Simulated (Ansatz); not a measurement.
This script makes the interaction energy of a dimer with the counterpoise correction of ClHSi, SMILES [SiH]Cl with the Python package of Ansatz (0.2.0).

`dimer_clhsi.py`
```python
"""Binding of a ClHSi dimer at a trial geometry."""

from dataclasses import dataclass

import ansatz as az


@dataclass(frozen=True)
class Settings:
    basis: str = "def2-SVPD"
    xc: str = "B3LYP"


settings = Settings()

FIRST = [
    ("Si", (-0.4439, 0.4524, -0.2022)),
    ("Cl", (1.3037, 0.4561, 0.7658)),
    ("H", (-0.8597, -0.9085, -0.5637)),
]
SECOND = [
    ("Si", (3.0258, 0.6986, -4.203)),
    ("Cl", (2.0858, 1.1097, -2.4888)),
    ("H", (2.59, 1.5886, -5.2864)),
]

def energy(atoms, ghosts=()):
    molecule = az.Crystal.molecule()
    for symbol, xyz in atoms:
        molecule = molecule.atom(symbol, xyz)
    calc = (
        molecule.calculation()
        .basis(gaussian=settings.basis)  # atom-centred Gaussian functions
        .functional(settings.xc)  # exchange and correlation
    )
    deck = calc.input()
    if ghosts:
        deck = deck.set(az.key.basis.gaussian.ghost_atoms, [{"symbol": s, "position_ang": list(xyz)} for s, xyz in ghosts])
    return az.Session.from_dict(deck).plan().execute().report["free_energy_ev"]

# monomers in their own basis and in the basis of the dimer
both = energy(FIRST + SECOND)
alone = energy(FIRST) + energy(SECOND)
ghosted = energy(FIRST, SECOND) + energy(SECOND, FIRST)
print(f"dimer {both:.6f} eV")
print(f"interaction, uncorrected   {23.060548 * (both - alone):8.3f} kcal/mol")
print(f"interaction, counterpoise  {23.060548 * (both - ghosted):8.3f} kcal/mol")
print(f"basis-set superposition    {23.060548 * (alone - ghosted):8.3f} kcal/mol")
```

How large is the interaction at this pose, and how much of it is basis-set superposition?

Uncorrected it is 0.848 kcal/mol, with the counterpoise correction 1.697 kcal/mol; the difference, 0.85 kcal/mol, is the superposition error. In this basis both values are repulsive.

The output:

Running `python dimer_clhsi.py` prints:
```text
dimer -40821.049182 eV
interaction, uncorrected      0.848 kcal/mol
interaction, counterpoise     1.697 kcal/mol
basis-set superposition       0.849 kcal/mol
```

Reading the output:
- These settings explore the input space; basis and method may be short of convergence.
- The dimer is a generated trial pose of unrelaxed monomers, not a minimum, so the figure is no binding energy, and the basis set is small.
- b3lyp holds the VWN-RPA fit, as in Gaussian; the form of ORCA and Turbomole is b3lyp5.
- This level lacks the dispersion part of the attraction (electrostatics and induction are there), which can decide the sign where the interaction is weak.
- Timing: 16 s on 1 thread of Intel(R) Xeon(R) Platinum 8259CL CPU @ 2.50GHz (Skylake/Cascade Lake), on a shared host, peak memory 0.34 GiB.

(Lines on the test bed's own set-up are left out of the output.)
